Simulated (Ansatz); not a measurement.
What does this script print? It uses Ansatz 0.2.0, Python API.

Script `methods_fh3osi2.py`:
```python
"""FH3OSi2 at several levels of theory."""

import ansatz as az

GEOMETRY = """
F     0.72020   -2.48810    1.48869
Si   -0.56570   -1.97727    0.60342
O    -0.27364   -0.62027   -0.21940
Si   -0.01947    0.98445   -0.42090
H    -0.75732    1.26401   -1.64721
H    -0.53650    1.74363    0.71683
H     1.43244    1.09355   -0.52143
"""

fh3osi2 = az.Crystal.molecule()
for line in GEOMETRY.strip().splitlines():
    symbol, *xyz = line.split()
    fh3osi2 = fh3osi2.atom(symbol, [float(v) for v in xyz])

calculation = fh3osi2.calculation().basis(gaussian="cc-pVDZ")

methods = ["mp2", "ccsd", "ccsd_t"]
batch = az.Session.batch([calculation.correlation(m).input() for m in methods])
reports = sorted(batch.plan().execute().molecular_reports, key=lambda each: each["member"])
print(f"Hartree-Fock reference {reports[0]['reference_energy_ev'] / 27.211386246:.6f} Ha")
best = reports[-1]["free_energy_ev"] - reports[-1]["reference_energy_ev"]
for method, each in zip(methods, reports):
    gained = each["free_energy_ev"] - each["reference_energy_ev"]
    print(f"{method:8s} total {each['free_energy_ev'] / 27.211386246:.6f} Ha  correlation {gained:9.4f} eV  ({100 * gained / best:.1f} % of the last)")
```

```console
$ python methods_fh3osi2.py
Hartree-Fock reference -754.009620 Ha
mp2      total -754.558034 Ha  correlation  -14.9231 eV  (92.0 % of the last)
ccsd     total -754.592943 Ha  correlation  -15.8730 eV  (97.8 % of the last)
ccsd_t   total -754.606006 Ha  correlation  -16.2285 eV  (100.0 % of the last)
```

Reading the output:
- The settings weren't tested for convergence.
- The geometry is a force-field or estimated start, not a minimum of this method, and the basis set is short of its limit. A lower total doesn't mark the better method: functionals have no common bound, and MP2 and coupled cluster aren't variational.
- Inner cores stay frozen, so this is valence correlation.
- For Al to Cl the sets with a tight d function, cc-pV(X+d)Z, are usual.
